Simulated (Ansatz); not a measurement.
# C₆H₁₀O: taking an electron away

One table from this session's results is given with a row withheld; the runs are named, their logs left out.

Computed with Ansatz 0.2.0, Gaussian basis. Level: unrestricted cation, the program's frozen cores in correlated methods.

The runs, in order: UKS PBE-D4/def2-TZVPP; UKS r2SCAN-D4/def2-TZVPP; UKS PBE0-D4/def2-TZVPP; UKS B3LYP-D4/def2-TZVPP; UKS wB97X-V/def2-TZVPP; UKS wB97M-V/def2-TZVPP; UKS B2PLYP/def2-TZVPP; UHF-CCSD(T)/def2-TZVPP; UHF-MP2/def2-QZVPP; extrapolation to the limit; then −ε(HOMO) from the neutral's earlier runs with LDA (SPW92), PBE-D4, revPBE-D4, BLYP-D4, r2SCAN-D4, B97M-V, PBE0-D4, B3LYP-D4, r2SCANh-D4, r2SCAN0-D4, HSE06-D4, BHLYP-D4, CAM-B3LYP-D4, LC-ωPBE, ωB97X-V, ωB97M-V.

## The geometry

The geometry comes from an earlier relaxation with PBE0-D4 in a triple-zeta def2 set; it is a stationary point, not always the lowest conformer.

SMILES `CC(=O)C=C(C)C`, 17 atoms, charge 0, spin multiplicity 1.

Atoms are counted from 1 here; the program's logs count them from 0.

Bond lengths: C1–C2 1.509 Å, C1–H8 1.094 Å, C1–H9 1.094 Å, C1–H10 1.088 Å, C2–O3 1.214 Å, C2–C4 1.476 Å, C4–C5 1.343 Å, C4–H11 1.087 Å, C5–C6 1.491 Å, C5–C7 1.494 Å, C6–H12 1.095 Å, C6–H13 1.096 Å, C6–H14 1.085 Å, C7–H15 1.090 Å, C7–H16 1.095 Å, C7–H17 1.095 Å. Angles: C2–C1–H8 110.2°, C2–C1–H9 110.1°, C2–C1–H10 109.9°, H8–C1–H9 106.8°, H8–C1–H10 109.9°, H9–C1–H10 109.8°, C1–C2–O3 120.6°, C1–C2–C4 114.5°, O3–C2–C4 124.9°, C2–C4–C5 127.9°, C2–C4–H11 114.7°, C5–C4–H11 117.4°, C4–C5–C6 125.1°, C4–C5–C7 119.9°, C6–C5–C7 115.0°, C5–C6–H12 109.6°, C5–C6–H13 109.4°, C5–C6–H14 112.4° and more.

As a file:

```xyz
17
charge 0, multiplicity 1
C     1.1536   -2.3185   -1.1954
C     0.8685   -0.8457   -1.0345
O     1.3337   -0.0376   -1.8118
C     0.0065   -0.5117    0.1156
C    -0.4393    0.6987    0.4883
C    -0.1326    1.9785   -0.2119
C    -1.3135    0.8324    1.6925
H     0.2183   -2.8744   -1.3090
H     1.6462   -2.7066   -0.2988
H     1.7882   -2.4809   -2.0642
H    -0.2972   -1.3639    0.7183
H    -1.0667    2.4891   -0.4696
H     0.4016    2.6482    0.4715
H     0.4648    1.8285   -1.1054
H    -1.4981   -0.1253    2.1795
H    -2.2758    1.2758    1.4158
H    -0.8583    1.5134    2.4191
```

The first run:

in.yaml

```yaml
crystal:
  periodic: [false, false, false]
  atoms:
    - {symbol: C, position_ang: [1.153643, -2.318514, -1.195405]}
    - {symbol: C, position_ang: [0.868514, -0.845652, -1.034450]}
    - {symbol: O, position_ang: [1.333704, -0.037579, -1.811838]}
    - {symbol: C, position_ang: [0.006470, -0.511747, 0.115624]}
    - {symbol: C, position_ang: [-0.439269, 0.698740, 0.488330]}
    - {symbol: C, position_ang: [-0.132582, 1.978510, -0.211867]}
    - {symbol: C, position_ang: [-1.313548, 0.832393, 1.692469]}
    - {symbol: H, position_ang: [0.218310, -2.874436, -1.309040]}
    - {symbol: H, position_ang: [1.646202, -2.706588, -0.298830]}
    - {symbol: H, position_ang: [1.788203, -2.480930, -2.064244]}
    - {symbol: H, position_ang: [-0.297160, -1.363885, 0.718322]}
    - {symbol: H, position_ang: [-1.066731, 2.489091, -0.469582]}
    - {symbol: H, position_ang: [0.401623, 2.648171, 0.471539]}
    - {symbol: H, position_ang: [0.464839, 1.828473, -1.105397]}
    - {symbol: H, position_ang: [-1.498121, -0.125302, 2.179492]}
    - {symbol: H, position_ang: [-2.275767, 1.275844, 1.415786]}
    - {symbol: H, position_ang: [-0.858320, 1.513421, 2.419092]}
basis:
  gaussian: {orbitals: def2-TZVPP}
total_charge: 1
magnetization: {spin_polarized: true, initial_magnetization: 1}
hamiltonian: {xc: pbe, dispersion: d4}
```

On the command line:

```
ansatz run in.yaml --threads 2 --pin off --events-out ev --progress --plain --max-ram 32768MiB --backend cuda --devices 0, --max-vram 18GiB
```

Steps of the session up to this table: Cation, UKS PBE-D4/def2-TZVPP; Cation, UKS r2SCAN-D4/def2-TZVPP; Cation, UKS PBE0-D4/def2-TZVPP; Cation, UKS B3LYP-D4/def2-TZVPP; Cation, UKS wB97X-V/def2-TZVPP; Cation, UKS wB97M-V/def2-TZVPP; Cation, UKS B2PLYP (frozen core)/def2-TZVPP; Cation, UHF-CCSD(T)/def2-TZVPP; Cation, UHF-MP2/def2-QZVPP.

One table of the session follows, with a row left open; its other results are not shown here.

For comparison, −ε(HOMO) of the neutral from earlier runs:

```
  functional  −ε(HOMO) (eV)
 LDA (SPW92)           5.49
      PBE-D4           5.33
   revPBE-D4           5.26
     BLYP-D4           5.25
   r2SCAN-D4           5.61
      B97M-V           5.79
     PBE0-D4           6.94
    B3LYP-D4           6.70
  r2SCANh-D4           6.22
  r2SCAN0-D4           7.14
    HSE06-D4           6.53
    BHLYP-D4           8.39
CAM-B3LYP-D4           8.41
     LC-ωPBE           9.72
     ωB97X-V           9.41
     ωB97M-V              ?
```

Q: Estimate the row for ωB97M-V from the others.

The run gave: −ε(HOMO) (eV): 9.36. In the column «−ε(HOMO) (eV)» it lies between CAM-B3LYP-D4 (8.41) and ωB97X-V (9.41).

Caveats from the session: The cation may have settled in a state other than its lowest; no search over hole states beyond the program's own was made.
